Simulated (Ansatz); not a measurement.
I need the interaction energy of a dimer with the counterpoise correction of H₂. Use the Python package of Ansatz (0.2.0). Settings (for the species named): CCSD(T), cc-pVDZ basis, multiplicity 1.

```
atom   x (Å)   y (Å)   z (Å)
   H  0.0000  0.0000  0.0000
   H  0.0000  0.0000  0.6400
```

`h2.py`
```python
import ansatz as az

FIRST = [
    ("H", (0.0, 0.0, -0.32)),
    ("H", (0.0, 0.0, 0.32)),
]
SECOND = [
    ("H", (1.2747, 1.5541, -1.1928)),
    ("H", (1.3365, 0.9967, -0.8845)),
]

def energy(atoms, ghosts=()):
    molecule = az.Crystal.molecule()
    for symbol, xyz in atoms:
        molecule = molecule.atom(symbol, xyz)
    calc = (
        molecule.calculation()
        .basis(gaussian="cc-pVDZ")
        .correlation("ccsd_t")
    )
    deck = calc.input()
    if ghosts:
        deck = deck.set(az.key.basis.gaussian.ghost_atoms, [{"symbol": s, "position_ang": list(xyz)} for s, xyz in ghosts])
    return az.Session.from_dict(deck).plan().execute().report["free_energy_ev"]

both = energy(FIRST + SECOND)
alone = energy(FIRST) + energy(SECOND)
ghosted = energy(FIRST, SECOND) + energy(SECOND, FIRST)
print(f"dimer {both:.6f} eV")
print(f"interaction, uncorrected   {96.485332 * (both - alone):8.3f} kJ/mol")
print(f"interaction, counterpoise  {96.485332 * (both - ghosted):8.3f} kJ/mol")
print(f"basis-set superposition    {96.485332 * (alone - ghosted):8.3f} kJ/mol")
```

```console
$ python h2.py
dimer -62.459296 eV
interaction, uncorrected     18.188 kJ/mol
interaction, counterpoise    19.265 kJ/mol
basis-set superposition       1.077 kJ/mol
```

Uncorrected it is 18.188 kJ/mol, with the counterpoise correction 19.265 kJ/mol; the difference, 1.077 kJ/mol, is the superposition error. In this basis both values are repulsive.

Notes:
- Total energies depend on the basis set; only differences at equal settings carry meaning.
- The dimer is a generated trial pose of unrelaxed monomers, not a minimum, so the figure is no binding energy, and the basis set is small.
- Hardware and time: 0.8 s on 1 thread of Arm Neoverse V1 (shared host), peak memory 0.13 GiB.
